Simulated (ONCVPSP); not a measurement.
**Pseudopotential generation for Si: ONCV, PBE**

Task: generate the file, and judge it by its errors in other configurations, its logarithmic derivatives, its ghosts and its cutoff.

Method: ONCVPSP 4.0.1.1 (patched build), PBE, scalar-relativistic.

**1. The design**

Typed settings, in words:

```
element                 : silicon (Si, Z = 14)
type                    : optimised norm-conserving Vanderbilt (ONCV)
frozen core             : [Ne]
valence charge          : 4
reference configuration : 3s2 3p1 (charge +1)
partial waves           : 3s: rc 1.70 bohr, ncon 3, nbas 7, qcut 5 1/bohr, 2 projectors, debl 0.9 Ha; 3p: rc 2.05 bohr, ncon 4, nbas 8, qcut 3.5 1/bohr, 1 projector; d scattering state at 0.47 Ha: rc 1.90 bohr, ncon 3, nbas 7, qcut 6 1/bohr, 2 projectors, debl 0.3 Ha
local potential         : polynomial inside 1.40 bohr (lpopt 5, dvloc0 -1 Ha)
core correction         : Teter function, fcfact 5.75, rcfact 1.6
```

The outer shells as boxes (Hund's rule for the drawing; the calculation is spin-unpolarised):

```
[Ne] core
3s [↑↓]
3p [↑ ][  ][  ]
```

The nodes and maxima of the atom's own shells, from an earlier all-electron run, set the scale for the radii.

All-electron outer shells of the reference configuration (PBE, scalar-relativistic, ld1.x):

```tsv
shell	level (eV)	outermost node (bohr)	outermost maximum (bohr)
2s	-149.00	0.15	0.45
2p	-105.08	–	0.39
3s	-19.03	0.72	1.75
3p	-11.66	0.71	2.04
```

**2. Generating the potential**

Contents of Si.dat:

```
# ATOM AND REFERENCE CONFIGURATION
# atsym  z   nc   nv     iexc    psfile
  Si 14.00    3    2        4      upf
#
#   n    l    f
    1    0    2.00
    2    0    2.00
    2    1    6.00
    3    0    2.00
    3    1    1.00
#
# PSEUDOPOTENTIAL AND OPTIMIZATION
# lmax
    2
#
#   l,   rc,      ep,       ncon, nbas, qcut
    0    1.70    0.00    3    7    5.00
    1    2.05    0.00    4    8    3.50
    2    1.90    0.47    3    7    6.00
#
# LOCAL POTENTIAL
# lloc, lpopt,  rc(5),   dvloc0
    4    5    1.40   -1.00
#
# VANDERBILT-KLEINMAN-BYLANDER PROJECTORs
# l, nproj, debl
    0    2    0.90
    1    1    0.70
    2    2    0.30
#
# MODEL CORE CHARGE
# icmod, fcfact, rcfact
    3    5.75    1.60
#
# LOG DERIVATIVE ANALYSIS
# epsh1, epsh2, depsh
   -2.00    5.00    0.02
#
# OUTPUT GRID
# rlmax, drl
    6.00    0.01
#
# TEST CONFIGURATIONS
# ncnf
    4
# nvcnf
#   n    l    f
    2
    3    0    2.00
    3    1    2.00
#
    2
    3    0    2.00
    3    1    0.00
#
    2
    3    0    1.00
    3    1    0.00
#
    2
    3    0    1.00
    3    1    2.00
#
```

Command:

```sh
$ oncvpsp.x < Si.dat > Si.out
```

What does the calculation give? Wanted: cutoffs for 1 and 0.1 mHa per electron, occupied waves; bound ghosts; GHOST(+) flags; largest test error; largest phase difference near zero energy, channels read; rms error of d²Exc/dn², without and with the model core.

The runs gave:

| quantity | value |
| --- | --- |
| cutoffs for 1 and 0.1 mHa per electron, occupied waves | 8.4 Ha and 11 Ha |
| bound ghosts | d at -1.98 eV |
| GHOST(+) flags | s at 97 eV |
| largest test error (AE − PS) | -182 meV, for 3s1 3p0 |
| largest phase difference near zero energy, channels read | 3.141 rad |
| rms error of d²Exc/dn², without and with the model core | 2.29 and 3.78 mHa |

It has a bound ghost (d), a state that the atom doesn't have, and that rules the file out. By total energies transferability is poor: the largest error is 182 meV on 50.0 eV, for 3s1 3p0. That test lies far up in energy; among those under 40 eV, nearer to bonding, the largest error is 20 meV. It counts as soft on the atom at that tolerance, with 8.4 Ha needed at the looser tolerance. At the looser tolerance the 3s wave is the slowest; 3p needs 3 Ha. That counts occupied waves only; other projectors can need more. Near zero energy the largest phase difference among the channels read is 3.14 rad, in the d channel. A step near π is an extra or missing state, not a misfit of shape. The pseudo curves have a pole with no partner nearby in the atom's: d at -0.07 Ha. The program also flags highly localised states, GHOST(+) (s).
